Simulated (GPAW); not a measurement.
Input of a GPAW 26.7.0 run:

Contents of run.py:

```python
from ase.eos import EquationOfState
from ase.io import Trajectory, read
from ase.units import GPa
from gpaw import GPAW, PW

atoms = read('POSCAR')

traj = Trajectory('eos.traj', 'w')
volumes, energies = [], []
for x in [0.94, 0.96, 0.98, 1.0, 1.02, 1.04, 1.06]:
    a = atoms.copy()
    a.set_cell(atoms.cell * x**(1 / 3), scale_atoms=True)
    calc = GPAW(mode=PW(600),
                xc='PBE',
                kpts={'size': (9, 7, 6), 'gamma': True},
                occupations={'name': 'fermi-dirac', 'width': 0.05},
                nbands=11,
                convergence={'density': 1e-05, 'energy': 1e-05},
                maxiter=150,
                txt=f'eos-{x:.2f}.txt')
    a.calc = calc
    energies.append(a.get_potential_energy(force_consistent=True))
    volumes.append(a.get_volume())
    p = -a.get_stress()[:3].mean() / GPa
    calc.write(f'eos-{x:.2f}.gpw')
    traj.write(a)
    print(f'{x:.2f} {volumes[-1]:10.4f} A^3 {energies[-1]:14.6f} eV {p:9.3f} GPa', flush=True)

v0, e0, B = EquationOfState(volumes, energies, eos='birchmurnaghan').fit()
print(f'V0 = {v0:.4f} A^3, E0 = {e0:.6f} eV, B0 = {B / GPa:.2f} GPa')
```

Contents of POSCAR:

```
HBr
1.0
    3.3537760000      0.0000000000      0.0000000000
    1.6768880000      4.0388150000      0.0000000000
    1.6768880000      0.0000000000      4.2544000000
Br H
1 1
Direct
    0.5097660000      0.9972760000      0.9887460000
    0.0152700000      0.0012570000      0.9965290000
```

Potentials or basis: GPAW PAW data sets (gpaw-data 1.2.1), pw.

The run is started by

```bash
$ OMP_NUM_THREADS=1 python run.py
```

Problem. Predict the equilibrium volume.

Solution. 29.39 Å³/atom.

Problem. Predict the pressure derivative of the bulk modulus.

Solution. 4.0.

Problem. What does it give for the bulk modulus at fixed shape and positions?

Solution. 20 GPa.

Energy against volume, from the lowest point:
```tsv
volume (Å³/atom)	energy (meV/atom)
27.085	13.05
27.661	7.09
28.237	3.05
28.814	0.74
29.390	0.00
29.966	0.70
30.542	2.66
```

Caveat: the cell was scaled at fixed shape and fractional positions, which overstates the stiffness of a crystal with free parameters, most of all of layers and chains.
